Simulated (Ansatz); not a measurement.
# CH5AlO2 (SMILES C[Al](O)O) at 4 levels

Aim: a comparison of 4 runs (HF/6-31G*, B3LYP/6-31G*, wB97X/6-311+G**, BLYP/def2-SVPD) of CH5AlO2. 

The calculation is run with Ansatz 0.2.0.

5 further runs of the same task are left out: 5 set aside as unsound or not needed. Runs told in other sessions of the task aren't counted.

**1. The structure to begin with**

CH5AlO2 has 9 atoms, charge 0, and is taken as a singlet. SMILES: `C[Al](O)O`. The coordinates come from a PBE0-D4/def2-TZVP relaxation. This is one conformer, not always the lowest.

Bond lengths: C1–Al2 1.933 Å, Al2–O3 1.698 Å, Al2–O4 1.698 Å, C1–H5 1.093 Å, C1–H6 1.092 Å, C1–H7 1.094 Å, O3–H8 0.954 Å, O4–H9 0.955 Å. Some angles: C1–Al2–O3 118.6°, C1–Al2–O4 119.1°, O3–Al2–O4 122.3°, Al2–C1–H5 111.1°, Al2–C1–H6 111.7°, Al2–C1–H7 110.8°, Al2–O3–H8 125.6°, Al2–O4–H9 125.4°, H5–C1–H6 108.4°, H5–C1–H7 106.8°.

**2. Energy and forces at HF/6-31G(d) (spherical functions) (run 1)**

in.yaml reads:

```yaml
crystal:
  periodic: [false, false, false]
  atoms:
    - {symbol: C, position_ang: [-0.025110, 1.109820, -1.034090]}
    - {symbol: Al, position_ang: [-0.001290, -0.302910, 0.285630]}
    - {symbol: O, position_ang: [0.957740, -1.672870, -0.006720]}
    - {symbol: O, position_ang: [-0.933740, -0.131550, 1.694140]}
    - {symbol: H, position_ang: [-0.226970, 0.712350, -2.032300]}
    - {symbol: H, position_ang: [-0.780650, 1.863510, -0.803740]}
    - {symbol: H, position_ang: [0.945840, 1.611200, -1.084700]}
    - {symbol: H, position_ang: [1.048330, -2.422320, 0.577320]}
    - {symbol: H, position_ang: [-0.984140, -0.767250, 2.404460]}
basis:
  gaussian: {orbitals: 6-31G_st_-spherical.json}
hamiltonian: {xc: hf}
accuracy: high
output: {forces: true, orbitals: {seedname: orbitals}}
```

The basis set 6-31G* is read from a file made from the Basis Set Exchange's data (not shown).

On the command line:

```sh
$ ansatz run in.yaml --threads 1 --pin off --max-ram 3480MiB --events-out events.jsonl --progress --plain --runs-dir runs
```

Standard output:

```text
Warning: RAYON_NUM_THREADS=1 ignored (pool sized by the plan → 1); use --threads N
Functional definition: HF
  name "HF"
  exchange = exact_x
  correlation = 0
1561 factors; integrals over basis functions are off by at most 4.3e-9 eV
mean field evaluation 1: about -11764.3372 eV, gradient 5.0e1 eV
mean field evaluation 2: about -11764.4040 eV, gradient 5.0e1 eV
mean field evaluation 4: about -11769.2150 eV, gradient 2.8e0 eV
mean field evaluation 8: about -11769.2617 eV, gradient 1.8e-1 eV
mean field evaluation 16: about -11769.2619 eV, gradient 1.5e-8 eV
mean field -11769.26188450 eV, -432.5123967631 hartree, gradient 1.5e-8 eV, S^2 0.000000; 0 other end points of the search recorded, 0 dependent functions left out
the calculation of the forces begins
reference -11769.26188450 eV, -432.5123967631 hartree; 20, 20 occupied and 50, 50 virtual orbitals, 1561 factors
Total energy: -11769.26188450 eV, -432.5123967631 hartree
Atom 0 at    -0.025110     1.109820    -1.034090 Å, force     0.007475     0.320795    -0.311588 eV/Å
Atom 1 at    -0.001290    -0.302910     0.285630 Å, force    -0.006650    -0.026141     0.029063 eV/Å
Atom 2 at     0.957740    -1.672870    -0.006720 Å, force     0.058890    -0.603381     0.496465 eV/Å
Atom 3 at    -0.933740    -0.131550     1.694140 Å, force    -0.021690    -0.540637     0.570901 eV/Å
Atom 4 at    -0.226970     0.712350    -2.032300 Å, force     0.026787     0.123726     0.169285 eV/Å
Atom 5 at    -0.780650     1.863510    -0.803740 Å, force     0.159549    -0.118106    -0.095169 eV/Å
Atom 6 at     0.945840     1.611200    -1.084700 Å, force    -0.197732    -0.057466    -0.015907 eV/Å
Atom 7 at     1.048330    -2.422320     0.577320 Å, force    -0.025300     0.459053    -0.410078 eV/Å
Atom 8 at    -0.984140    -0.767250     2.404460 Å, force    -0.001329     0.442155    -0.432971 eV/Å
Dipole moment:     0.012722    -0.325142     0.302920 e Å
```

Wall time 2.8 s (1 thread of Arm Neoverse V2, shared host); peak memory 0.27 GiB.

**3. Energy and gradient at B3LYP/6-31G(d) (Cartesian functions) (run 2)**

input.yaml reads:

```yaml
crystal:
  periodic: [false, false, false]
  atoms:
    - {symbol: C, position_ang: [-0.025110, 1.109820, -1.034090]}
    - {symbol: Al, position_ang: [-0.001290, -0.302910, 0.285630]}
    - {symbol: O, position_ang: [0.957740, -1.672870, -0.006720]}
    - {symbol: O, position_ang: [-0.933740, -0.131550, 1.694140]}
    - {symbol: H, position_ang: [-0.226970, 0.712350, -2.032300]}
    - {symbol: H, position_ang: [-0.780650, 1.863510, -0.803740]}
    - {symbol: H, position_ang: [0.945840, 1.611200, -1.084700]}
    - {symbol: H, position_ang: [1.048330, -2.422320, 0.577320]}
    - {symbol: H, position_ang: [-0.984140, -0.767250, 2.404460]}
basis:
  gaussian:
    orbitals: "6-31G*"
hamiltonian:
  xc: {name: B3LYP}
accuracy: high
output:
  forces: true
  orbitals: {seedname: orbitals}
```

On the command line:

```sh
$ ansatz run input.yaml --threads 1 --pin off --max-ram 3480MiB --events-out events.jsonl --progress --plain --runs-dir runs
```

Standard output (excerpt; [...] marks lines left out):

```text
Warning: RAYON_NUM_THREADS=1 ignored (pool sized by the plan → 1); use --threads N
Functional definition: B3LYP
  name "B3LYP"
[...]
1601 factors; integrals over basis functions are off by at most 3.3e-9 eV
[...]
mean field -11812.51718165 eV, -434.1019996140 hartree, gradient 2.5e-8 eV, S^2 0.000000; 0 other end points of the search recorded, 0 dependent functions left out
[...]
reference -11812.51722347 eV, -434.1020011506 hartree; 20, 20 occupied and 54, 54 virtual orbitals, 1601 factors
Total energy: -11812.51722347 eV, -434.1020011506 hartree
Atom 0 at    -0.025110     1.109820    -1.034090 Å, force     0.016864     0.044310    -0.053649 eV/Å
Atom 1 at    -0.001290    -0.302910     0.285630 Å, force    -0.009165     0.171714    -0.157693 eV/Å
Atom 2 at     0.957740    -1.672870    -0.006720 Å, force     0.242906    -0.038382    -0.377530 eV/Å
Atom 3 at    -0.933740    -0.131550     1.694140 Å, force    -0.254264     0.368102     0.069315 eV/Å
Atom 4 at    -0.226970     0.712350    -2.032300 Å, force    -0.033263    -0.020390    -0.100082 eV/Å
Atom 5 at    -0.780650     1.863510    -0.803740 Å, force    -0.069879     0.082044     0.001345 eV/Å
Atom 6 at     0.945840     1.611200    -1.084700 Å, force     0.085022     0.063187    -0.006505 eV/Å
Atom 7 at     1.048330    -2.422320     0.577320 Å, force     0.045937    -0.363876     0.281261 eV/Å
Atom 8 at    -0.984140    -0.767250     2.404460 Å, force    -0.024157    -0.306708     0.343538 eV/Å
Dipole moment:     0.012812    -0.295014     0.274610 e Å
```

It took 7.5 s on 1 thread of Arm Neoverse V2, shared host; peak memory 0.27 GiB.

**4. Energy and gradient at wB97X/6-311+G(d,p) (run 3)**

run.yaml reads:

```yaml
crystal:
  periodic: [false, false, false]
  atoms:
    - symbol: C
      position_ang: [-0.025110, 1.109820, -1.034090]
    - symbol: Al
      position_ang: [-0.001290, -0.302910, 0.285630]
    - symbol: O
      position_ang: [0.957740, -1.672870, -0.006720]
    - symbol: O
      position_ang: [-0.933740, -0.131550, 1.694140]
    - symbol: H
      position_ang: [-0.226970, 0.712350, -2.032300]
    - symbol: H
      position_ang: [-0.780650, 1.863510, -0.803740]
    - symbol: H
      position_ang: [0.945840, 1.611200, -1.084700]
    - symbol: H
      position_ang: [1.048330, -2.422320, 0.577320]
    - symbol: H
      position_ang: [-0.984140, -0.767250, 2.404460]
basis:
  gaussian:
    orbitals: 6-311+G_st__st_-spherical.json
hamiltonian:
  xc: {name: wB97X}
accuracy: high
output: {forces: true, orbitals: {seedname: orbitals}}
```

The basis set 6-311+G** is read from a file made from the Basis Set Exchange's data (not shown).

On the command line:

```sh
$ ansatz run run.yaml --threads 1 --pin off --max-ram 3480MiB --events-out events.jsonl --progress --plain --runs-dir runs
```

Standard output:

```text
Warning: RAYON_NUM_THREADS=1 ignored (pool sized by the plan → 1); use --threads N
[... 30 lines left out ...]
Total energy: -11813.26344697 eV, -434.1294243587 hartree
[... 9 lines left out ...]
Dipole moment:     0.011971    -0.279464     0.258903 e Å
```

Wall time 40 s (1 thread of Arm Neoverse V2, shared host); peak memory 0.71 GiB.

**5. Energy and forces at BLYP/def2-SVPD (run 4)**

molecule.yaml reads:

```yaml
crystal:
  periodic: [false, false, false]
  atoms:
    - {symbol: C, position_ang: [-0.025110, 1.109820, -1.034090]}
    - {symbol: Al, position_ang: [-0.001290, -0.302910, 0.285630]}
    - {symbol: O, position_ang: [0.957740, -1.672870, -0.006720]}
    - {symbol: O, position_ang: [-0.933740, -0.131550, 1.694140]}
    - {symbol: H, position_ang: [-0.226970, 0.712350, -2.032300]}
    - {symbol: H, position_ang: [-0.780650, 1.863510, -0.803740]}
    - {symbol: H, position_ang: [0.945840, 1.611200, -1.084700]}
    - {symbol: H, position_ang: [1.048330, -2.422320, 0.577320]}
    - {symbol: H, position_ang: [-0.984140, -0.767250, 2.404460]}
basis:
  gaussian:
    orbitals: def2-SVPD
hamiltonian:
  xc: {name: BLYP}
accuracy: high
output: {forces: true, orbitals: {seedname: orbitals}}
```

On the command line:

```sh
$ ansatz run molecule.yaml --threads 1 --pin off --max-ram 3480MiB --events-out events.jsonl --progress --plain --runs-dir runs
```

Standard output (excerpt; [...] marks lines left out):

```text
Warning: RAYON_NUM_THREADS=1 ignored (pool sized by the plan → 1); use --threads N
Functional definition: BLYP
  name "BLYP"
[...]
2560 factors; integrals over basis functions are off by at most 3.5e-9 eV
[...]
mean field -11806.01109273 eV, -433.8629052561 hartree, gradient 5.5e-8 eV, S^2 0.000000; 0 other end points of the search recorded, 0 dependent functions left out
[...]
reference -11806.01115304 eV, -433.8629074724 hartree; 20, 20 occupied and 110, 110 virtual orbitals, 2560 factors
Total energy: -11806.01115304 eV, -433.8629074724 hartree
Atom 0 at    -0.025110     1.109820    -1.034090 Å, force    -0.008120    -0.180939     0.182356 eV/Å
Atom 1 at    -0.001290    -0.302910     0.285630 Å, force    -0.024989     0.614086    -0.572874 eV/Å
Atom 2 at     0.957740    -1.672870    -0.006720 Å, force     0.496483    -0.296392    -0.546493 eV/Å
Atom 3 at    -0.933740    -0.131550     1.694140 Å, force    -0.503198     0.518632     0.344139 eV/Å
Atom 4 at    -0.226970     0.712350    -2.032300 Å, force    -0.085951    -0.158065    -0.453372 eV/Å
Atom 5 at    -0.780650     1.863510    -0.803740 Å, force    -0.330556     0.346085     0.088000 eV/Å
Atom 6 at     0.945840     1.611200    -1.084700 Å, force     0.423381     0.231478    -0.040249 eV/Å
Atom 7 at     1.048330    -2.422320     0.577320 Å, force     0.142269    -0.639475     0.384226 eV/Å
Atom 8 at    -0.984140    -0.767250     2.404460 Å, force    -0.109320    -0.435410     0.614266 eV/Å
Dipole moment:     0.008567    -0.224057     0.209646 e Å
```

Run time: 14 s. Hardware: 1 thread of Arm Neoverse V2, shared host; peak memory 0.41 GiB.

**6. Overview of the runs**

```tsv
run	level	Cartesian functions	energy (Eh)	dipole moment (D)	HOMO energy (eV)	LUMO energy (eV)	wall time
1	HF/6-31G* (spherical functions)	no	-432.512397	2.14	-11.66	3.06	2.8 s
2	B3LYP/6-31G* (Cartesian functions)	yes	-434.102001	1.94	-8.11	-0.11	7.5 s
3	wB97X/6-311+G**	no	-434.129424	1.83	-11.16	0.95	40 s
4	BLYP/def2-SVPD	no	-433.862907	1.47	-7.24	-1.28	14 s
```

**7. Results**

| quantity | value |
| --- | --- |
| run 4: total energy | -433.86291 Eh |
| run 4: dipole moment | 1.47 D |
| run 4: HOMO energy | -7.24 eV |
| run 4: LUMO energy | -1.28 eV |
| run 4: HOMO–LUMO gap | 5.95 eV |
| run 4: largest force on an atom | 0.840 eV/Å |

**Reading.** The dipole moment (its size) runs from 1.47 D (BLYP/def2-SVPD) to 2.14 D (HF/6-31G*). The two ends differ in method and basis. The HOMO–LUMO gap runs from 5.95 eV (BLYP/def2-SVPD) to 14.72 eV (HF/6-31G*). Totals of different functionals can't be ranked against each other. All runs together took 65 s, the longest 40 s.
